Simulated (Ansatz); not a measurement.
MnS:

```
CELL_PARAMETERS angstrom
0.00000 2.60450 2.60450
2.60450 0.00000 2.60450
2.60450 2.60450 0.00000
ATOMIC_POSITIONS crystal
Mn 0.00000 0.00000 0.00000
S 0.50000 0.50000 0.50000
```

```yaml
Program: Ansatz 0.2.0
Task: relaxation of cell and atoms
Functional: RPBE
Dispersion: D4
Potentials_or_basis: all-electron LAPW, scalar-relativistic
Basis_error_allowed: 0.001 eV/atom
k_mesh: 9 × 9 × 9
Occupations: fermi-dirac, width 0.05 eV
Spin: collinear spin, ferromagnetic start
Starting_moments: "[4.0, 0.0] μB"
```

At the start: volume 17.67 Å³/atom.

Task: How do energy, volume and symmetry change on relaxing?

Result: Over 6 steps the energy falls by 49.7 meV/atom and the volume is 15.23 Å³/atom (-13.8 %); space group Fm-3m (No. 225, to 0.05 Å); moment 4.26 μB per cell.

The path:
```tsv
step	energy change (eV)	largest force (eV/Å)	volume (Å³)
1	0.0000	0.0000	35.33
2	-0.0759	0.0000	32.83
3	-0.0989	0.0000	30.83
4	-0.0993	0.0000	30.52
5	-0.0994	0.0000	30.46
6	-0.0994	0.0000	30.46
```

Final structure:
```
CELL_PARAMETERS angstrom
0.00000 2.47879 2.47879
2.47879 0.00000 2.47879
2.47879 2.47879 0.00000
ATOMIC_POSITIONS crystal
Mn 0.00000 0.00000 0.00000
S 0.50000 0.50000 0.50000
```

Caveat: the volume moved by -14 % from the deposited cell, more than functionals usually miss; a cell with one magnetic atom can't hold antiferromagnetic order, which such compounds often take.
